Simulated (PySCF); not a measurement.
**CH7AlGe (SMILES [CH3][AlH][GeH3]): levels of theory compared**

We compute a comparison of 5 runs (HF/6-311G**, PBE0/def2-SVP, PBE0/cc-pVTZ, MP2/cc-pVDZ, CCSD/6-31G*) of CH7AlGe. 

Program for the calculation: PySCF 2.14.0.

### Step 1. The structure to begin with

The species is CH7AlGe (10 atoms), meant as a singlet with charge 0. SMILES: `[CH3][AlH][GeH3]`. The coordinates come from a PBE0-D4/def2-TZVP relaxation.

Bond lengths: C1–Al2 1.951 Å, Al2–Ge3 2.482 Å, C1–H4 1.096 Å, C1–H5 1.092 Å, C1–H6 1.095 Å, Al2–H7 1.592 Å, Ge3–H8 1.544 Å, Ge3–H9 1.543 Å, Ge3–H10 1.544 Å. Some angles: C1–Al2–Ge3 120.6°, C1–Al2–H7 121.2°, Ge3–Al2–H7 118.2°, Al2–C1–H4 110.3°, Al2–C1–H5 113.2°, Al2–C1–H6 110.8°, Al2–Ge3–H8 112.0°, Al2–Ge3–H9 114.0°, Al2–Ge3–H10 111.8°, H4–C1–H5 108.0°.

### Step 2. Energy and gradient at HF/6-311G(d,p) (run 1)

calc.py reads:

```python
# [CH3][AlH][GeH3]
from pyscf import gto

mol = gto.M(
    atom='''
C     -2.428487     2.281466    -1.496285
Al     0.455235    -0.010960    -1.647085
Ge     2.026731    -2.123674     2.233845
H     -2.000653     3.895103    -0.271554
H     -2.981043     3.013546    -3.345004
H     -4.070092     1.343784    -0.654601
H      1.869128    -0.567863    -4.242813
H      1.959268    -5.031207     1.998952
H      0.518919    -1.457735     4.638333
H      4.808030    -1.439404     2.791881
''',
    max_memory=1860,
    unit='bohr',
    verbose=4,
    basis='6-311g**',
)

myscf = mol.RHF()
myscf.conv_tol = 1e-10
myscf.kernel()
if not myscf.converged:
    myscf = myscf.newton().run(myscf.mo_coeff, myscf.mo_occ)

energy = myscf.e_tot
print('E(%s) = %.9f' % ('HF', energy))
grad = myscf.nuc_grad_method().kernel()
dip = myscf.dip_moment()
pop, q = myscf.mulliken_pop()
```

On the command line:

```bash
OMP_NUM_THREADS=1 python calc.py
```

What it wrote:

```text
PySCF version 2.14.0

[... 64 lines left out ...]
converged SCF energy = -2359.19058082646
[... 12 lines left out ...]
Dipole moment(X, Y, Z, Debye): -0.78832,  0.76053, -0.61851
[... 102 lines left out ...]
pop of  5 H 2s            0.49883
pop of  5 H 3s            0.09925
pop of  5 H 2px           0.01286
pop of  5 H 2py           0.00799
pop of  5 H 2pz           0.00596
pop of  6 H 1s            0.22787
pop of  6 H 2s            0.61234
pop of  6 H 3s            0.40370
pop of  6 H 2px           0.00157
pop of  6 H 2py           0.00035
pop of  6 H 2pz           0.00498
pop of  7 H 1s            0.22725
pop of  7 H 2s            0.59250
pop of  7 H 3s            0.29579
pop of  7 H 2px           0.00088
pop of  7 H 2py           0.01059
pop of  7 H 2pz           0.00119
pop of  8 H 1s            0.22794
pop of  8 H 2s            0.59289
pop of  8 H 3s            0.29506
pop of  8 H 2px           0.00340
pop of  8 H 2py           0.00139
pop of  8 H 2pz           0.00808
pop of  9 H 1s            0.22724
pop of  9 H 2s            0.59244
pop of  9 H 3s            0.29598
pop of  9 H 2px           0.00971
pop of  9 H 2py           0.00140
pop of  9 H 2pz           0.00155
 ** Mulliken atomic charges  **
charge of    0C =     -0.68212
charge of    1Al =      0.82354
charge of    2Ge =      0.13891
charge of    3H =      0.11454
charge of    4H =      0.12530
charge of    5H =      0.11590
charge of    6H =     -0.25080
charge of    7H =     -0.12821
charge of    8H =     -0.12875
charge of    9H =     -0.12831
```

Run time: 40 s. Hardware: 1 thread of Intel Xeon at 2.50GHz (Skylake/Cascade Lake), shared host; peak memory 0.39 GiB.

### Step 3. Energy and forces at PBE0/def2-SVP (run 2)

input.py reads:

```python
from pyscf import gto, dft

mol = gto.Mole()
mol.atom = '''
C     -2.428487     2.281466    -1.496285
Al     0.455235    -0.010960    -1.647085
Ge     2.026731    -2.123674     2.233845
H     -2.000653     3.895103    -0.271554
H     -2.981043     3.013546    -3.345004
H     -4.070092     1.343784    -0.654601
H      1.869128    -0.567863    -4.242813
H      1.959268    -5.031207     1.998952
H      0.518919    -1.457735     4.638333
H      4.808030    -1.439404     2.791881
'''
mol.verbose = 3
mol.basis = 'def2-svp'
mol.unit = 'bohr'
mol.spin = 0
mol.max_memory = 1860
mol.build()

mf = dft.RKS(mol)
mf.xc = 'pbe0'
mf.conv_tol = 1e-10
mf.grids.level = 5
mf.kernel()
if not mf.converged:
    mf = mf.newton().run(mf.mo_coeff, mf.mo_occ)

energy = mf.e_tot
print(f'total energy: {energy:.8f} hartree')
grad = mf.nuc_grad_method().kernel()
mf.analyze()
```

On the command line:

```bash
OMP_NUM_THREADS=1 python input.py
```

What it wrote:

```text
converged SCF energy = -2360.93841473859
total energy: -2360.93841474 hartree
[... 17 lines left out ...]
MO #9   energy= -4.41865594754839  occ= 2
[... 8 lines left out ...]
MO #18  energy= -1.21258246517033  occ= 2
[... 8 lines left out ...]
MO #27  energy= -0.340862845877335 occ= 2
[... 8 lines left out ...]
MO #36  energy= 0.117886911090404  occ= 0
[... 8 lines left out ...]
MO #45  energy= 0.320813683214923  occ= 0
[... 8 lines left out ...]
MO #54  energy= 0.525403777613032  occ= 0
[... 8 lines left out ...]
MO #63  energy= 0.728590777963439  occ= 0
[... 8 lines left out ...]
MO #72  energy= 1.49228750076945   occ= 0
[... 8 lines left out ...]
MO #81  energy= 1.78722476273915   occ= 0
[... 8 lines left out ...]
MO #90  energy= 2.43433984229612   occ= 0
[... 8 lines left out ...]
MO #99  energy= 2.94826566690693   occ= 0
[... 11 lines left out ...]
Dipole moment(X, Y, Z, Debye): -0.88854,  0.82509, -0.51917
```

Wall time 61 s (1 thread of Intel Xeon at 2.50GHz (Skylake/Cascade Lake), shared host); peak memory 0.98 GiB.

Runs 3 to 4 aren't shown in full; the table further down has their settings and results.

### Step 4. The energy at CCSD/6-31G(d) (spherical functions) (run 5)

job.py reads:

```python
from pyscf import gto, scf, cc

system = gto.M(
    atom=[
    ('C', (-1.285100, 1.207300, -0.791800)),
    ('Al', (0.240900, -0.005800, -0.871600)),
    ('Ge', (1.072500, -1.123800, 1.182100)),
    ('H', (-1.058700, 2.061200, -0.143700)),
    ('H', (-1.577500, 1.594700, -1.770100)),
    ('H', (-2.153800, 0.711100, -0.346400)),
    ('H', (0.989100, -0.300500, -2.245200)),
    ('H', (1.036800, -2.662400, 1.057800)),
    ('H', (0.274600, -0.771400, 2.454500)),
    ('H', (2.544300, -0.761700, 1.477400)),
],
    max_memory=1860,
    charge=0,
    verbose=3,
    basis='6-31g*',
    spin=0,
)

mf = scf.RHF(system)
mf.conv_tol = 1e-10
mf.kernel()
if not mf.converged:
    mf = mf.newton().run(mf.mo_coeff, mf.mo_occ)

mycc = cc.CCSD(mf, frozen=15)
mycc.kernel()
energy = mycc.e_tot
print('E(%s) = %.9f' % ('CCSD', energy))
mf.analyze()
```

On the command line:

```bash
OMP_NUM_THREADS=1 python job.py
```

What it wrote:

```text
converged SCF energy = -2358.90702099881
E(CCSD) = -2359.371523038267  E_corr = -0.4645020394604816
E(CCSD) = -2359.371523038
**** MO energy ****
MO #1   energy= -405.219902613555  occ= 2
MO #2   energy= -58.4595142104458  occ= 2
MO #3   energy= -52.1577549700471  occ= 2
MO #4   energy= -46.2476384476143  occ= 2
MO #5   energy= -46.2476013361599  occ= 2
MO #6   energy= -46.2474858914291  occ= 2
MO #7   energy= -11.1944175939672  occ= 2
MO #8   energy= -7.1828478112524   occ= 2
MO #9   energy= -5.15729802399895  occ= 2
MO #10  energy= -5.15716812858565  occ= 2
MO #11  energy= -5.15587672315584  occ= 2
MO #12  energy= -4.88712441260912  occ= 2
MO #13  energy= -3.20206840171066  occ= 2
MO #14  energy= -3.19864972208232  occ= 2
MO #15  energy= -3.19819666275807  occ= 2
MO #16  energy= -1.60965812499116  occ= 2
MO #17  energy= -1.60964185111798  occ= 2
MO #18  energy= -1.60609736554391  occ= 2
MO #19  energy= -1.60538058236266  occ= 2
MO #20  energy= -1.60536411501767  occ= 2
MO #21  energy= -0.923739937073148 occ= 2
MO #22  energy= -0.712389159713536 occ= 2
MO #23  energy= -0.548049338273109 occ= 2
MO #24  energy= -0.543063936057351 occ= 2
MO #25  energy= -0.530924225915509 occ= 2
MO #26  energy= -0.455010063873199 occ= 2
MO #27  energy= -0.453853140942734 occ= 2
MO #28  energy= -0.41370920341119  occ= 2
MO #29  energy= -0.357882903626459 occ= 2
MO #30  energy= 0.040167290828856  occ= 0
MO #31  energy= 0.121660309896402  occ= 0
MO #32  energy= 0.135815102544134  occ= 0
MO #33  energy= 0.165915962244204  occ= 0
MO #34  energy= 0.182268382332954  occ= 0
MO #35  energy= 0.207895153845242  occ= 0
MO #36  energy= 0.222838048527017  occ= 0
MO #37  energy= 0.272316840496947  occ= 0
MO #38  energy= 0.274723521698261  occ= 0
MO #39  energy= 0.293750261117169  occ= 0
MO #40  energy= 0.310598196718899  occ= 0
MO #41  energy= 0.319916759735853  occ= 0
MO #42  energy= 0.329514733733331  occ= 0
MO #43  energy= 0.378003739719861  occ= 0
MO #44  energy= 0.380072244269375  occ= 0
MO #45  energy= 0.403002143786027  occ= 0
MO #46  energy= 0.469718128306056  occ= 0
MO #47  energy= 0.497496608212216  occ= 0
MO #48  energy= 0.564973440041342  occ= 0
MO #49  energy= 0.636570530851347  occ= 0
MO #50  energy= 0.674595289179962  occ= 0
MO #51  energy= 0.717455432922235  occ= 0
MO #52  energy= 0.724474729550441  occ= 0
MO #53  energy= 0.781693817623298  occ= 0
MO #54  energy= 0.787344440807529  occ= 0
MO #55  energy= 0.798247056266838  occ= 0
MO #56  energy= 0.813653419800354  occ= 0
MO #57  energy= 0.905986701232431  occ= 0
MO #58  energy= 0.919374105044307  occ= 0
MO #59  energy= 0.993811417542963  occ= 0
MO #60  energy= 1.09036585273667   occ= 0
MO #61  energy= 1.17274176480387   occ= 0
MO #62  energy= 1.18845323045709   occ= 0
MO #63  energy= 1.28857112773768   occ= 0
MO #64  energy= 1.36615674329605   occ= 0
MO #65  energy= 1.40339461174501   occ= 0
MO #66  energy= 1.42122623313811   occ= 0
MO #67  energy= 1.42866309259375   occ= 0
MO #68  energy= 1.45850022504062   occ= 0
MO #69  energy= 2.0383529738164    occ= 0
MO #70  energy= 2.04315012333171   occ= 0
MO #71  energy= 2.4765247964401    occ= 0
MO #72  energy= 2.60381941261671   occ= 0
MO #73  energy= 2.61680109159887   occ= 0
MO #74  energy= 3.82077453496574   occ= 0
MO #75  energy= 3.83217967638258   occ= 0
MO #76  energy= 3.94973690113367   occ= 0
MO #77  energy= 3.9551913513871    occ= 0
MO #78  energy= 3.97691034479649   occ= 0
 ** Mulliken atomic charges  **
charge of    0C =     -0.59165
charge of    1Al =      0.62067
charge of    2Ge =      0.10004
charge of    3H =      0.10131
charge of    4H =      0.10016
charge of    5H =      0.10105
charge of    6H =     -0.17267
charge of    7H =     -0.08521
charge of    8H =     -0.08836
charge of    9H =     -0.08534
Dipole moment(X, Y, Z, Debye): -0.80273,  0.77480, -0.62388
```

It took 15 s on 1 thread of Intel Xeon at 2.50GHz (Skylake/Cascade Lake), shared host; peak memory 0.28 GiB.

### Step 5. Overview of the runs

```csv
run,level,integration grid,frozen core orbitals,energy (Eh),dipole moment (D) of the reference,HOMO energy (eV),LUMO energy (eV),wall time
1,HF/6-311G**,–,–,-2359.190581,1.26,-9.82,0.87,40 s
2,PBE0/def2-SVP,5,–,-2360.938415,1.32,-7.34,-1.66,61 s
3,PBE0/cc-pVTZ,5,–,-2361.369864,1.28,-7.34,-1.68,9.9 min
4,MP2/cc-pVDZ,–,15,-2359.522459,1.39,-9.78,1.06,52 s
5,CCSD/6-31G* (spherical functions),–,15,-2359.371523,1.28,-9.74,1.09,15 s
```

### Step 6. What came out

| quantity | value |
| --- | --- |
| run 5: total energy | -2359.37152 Eh |
| run 5: dipole moment (Hartree–Fock density) | 1.28 D |
| run 5: HOMO energy (Hartree–Fock orbitals) | -9.74 eV |
| run 5: LUMO energy (Hartree–Fock orbitals) | 1.09 eV |
| run 5: HOMO–LUMO gap (Hartree–Fock orbitals) | 10.83 eV |
| run 5: correlation energy (15 core orbitals frozen) | -464.5 mEh |
| run 5: T1 diagnostic | 0.012 |

What this shows: Over runs 1, 2, 3 the dipole moment (its size) runs from 1.26 D (HF/6-311G**) to 1.32 D (PBE0/def2-SVP). The two ends differ in method and basis. Over runs 1, 2, 3 the HOMO–LUMO gap runs from 5.66 eV (PBE0/cc-pVTZ) to 10.69 eV (HF/6-311G**). All runs together took 13 min, the longest 9.9 min.
